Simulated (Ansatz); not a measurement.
# CO2: the cost of one run

All numbers below are computed with Ansatz 0.2.0 (DFT r2SCAN+D3(BJ), plane waves, PAW, scalar-relativistic, no spin polarisation).

## Step 1: The structure to begin with

The cell holds 36 atoms (C12O24): a = 8.589 Å, b = 8.589 Å, c = 8.589 Å, α = 90.00°, β = 90.00°, γ = 90.00°.

Its coordinates follow in the input file.

## Step 2: Preparing the start

input.yaml reads:

```yaml
accuracy: low
crystal:
  lattice:
    - [8.588917, 0.0, 0.0]
    - [0.0, 8.588917, 0.0]
    - [0.0, 0.0, 8.588917]
  atoms:
    - { symbol: C, position: [0.6065494, 0.875559, 0.3040393] }
    - { symbol: O, position: [0.489208, 0.9465322, 0.2989492] }
    - { symbol: O, position: [0.7238908, 0.8045859, 0.3091294] }
    - { symbol: C, position: [0.2742954, 0.274359, 0.6401871] }
    - { symbol: O, position: [0.2610168, 0.3323044, 0.7638726] }
    - { symbol: O, position: [0.287574, 0.2164135, 0.5165016] }
    - { symbol: C, position: [0.0739527, 0.7326103, 0.7974308] }
    - { symbol: O, position: [-0.048879, 0.7491127, 0.8563557] }
    - { symbol: O, position: [0.1967844, 0.7161079, 0.7385059] }
    - { symbol: C, position: [0.4433222, 0.038366, 0.9955854] }
    - { symbol: O, position: [0.3259682, 0.0909428, 1.0435002] }
    - { symbol: O, position: [0.5606762, -0.0142108, 0.9476706] }
    - { symbol: C, position: [0.8466913, 0.2948379, 0.2454579] }
    - { symbol: O, position: [0.9734312, 0.2830533, 0.2967438] }
    - { symbol: O, position: [0.7199515, 0.3066224, 0.194172] }
    - { symbol: C, position: [0.3529773, 0.5633601, 0.1980965] }
    - { symbol: O, position: [0.4543692, 0.4742883, 0.173237] }
    - { symbol: O, position: [0.2515854, 0.652432, 0.222956] }
    - { symbol: C, position: [0.6559088, 0.4037107, 0.5828196] }
    - { symbol: O, position: [0.6456696, 0.4238532, 0.7181766] }
    - { symbol: O, position: [0.666148, 0.3835682, 0.4474625] }
    - { symbol: C, position: [0.0155184, 0.4155391, 0.0222973] }
    - { symbol: O, position: [0.1088907, 0.3166775, 0.0407388] }
    - { symbol: O, position: [-0.077854, 0.5144007, 0.0038557] }
    - { symbol: C, position: [0.0420417, 0.6287483, 0.4177709] }
    - { symbol: O, position: [-0.0061343, 0.7542106, 0.3900148] }
    - { symbol: O, position: [0.0902177, 0.5032861, 0.4455271] }
    - { symbol: C, position: [0.9814496, 0.0716678, 0.7062038] }
    - { symbol: O, position: [1.0054183, -0.0337333, 0.6216568] }
    - { symbol: O, position: [0.9574809, 0.177069, 0.7907509] }
    - { symbol: C, position: [0.6742269, 0.9443862, 0.631203] }
    - { symbol: O, position: [0.737005, 0.8223586, 0.6317267] }
    - { symbol: O, position: [0.6114487, 1.0664138, 0.6306793] }
    - { symbol: C, position: [0.5063218, 0.6733371, 0.7124893] }
    - { symbol: O, position: [0.5567433, 0.6572747, 0.8391059] }
    - { symbol: O, position: [0.4559003, 0.6893994, 0.5858726] }
basis:
  ecutwfc: 500.0
kpoints:
  mp_grid: { grid: [1, 1, 1] }
hamiltonian:
  xc: r2scan
  dispersion: d3bj
scf:
  occupations: { method: fermi_dirac, width: 0.02 }
  lower_state_search: "off"
relax:
  f_tol: 0.3
  max_steps: 15
  adjacent_minimum: "off"
output:
  write_density: true
  write_potential: true
  elf: true
  volumetric_format: npy
```

The run is started by

```
> ansatz run input.yaml --threads 2 --pin off --max-ram 5120MiB --backend cpu --events-out ev --progress --plain --runs-dir out
```

Q: Estimate wall time and peak memory on 2 threads of Arm Neoverse V1, shared host.

About 5 min, with a peak of 0.98 GiB.
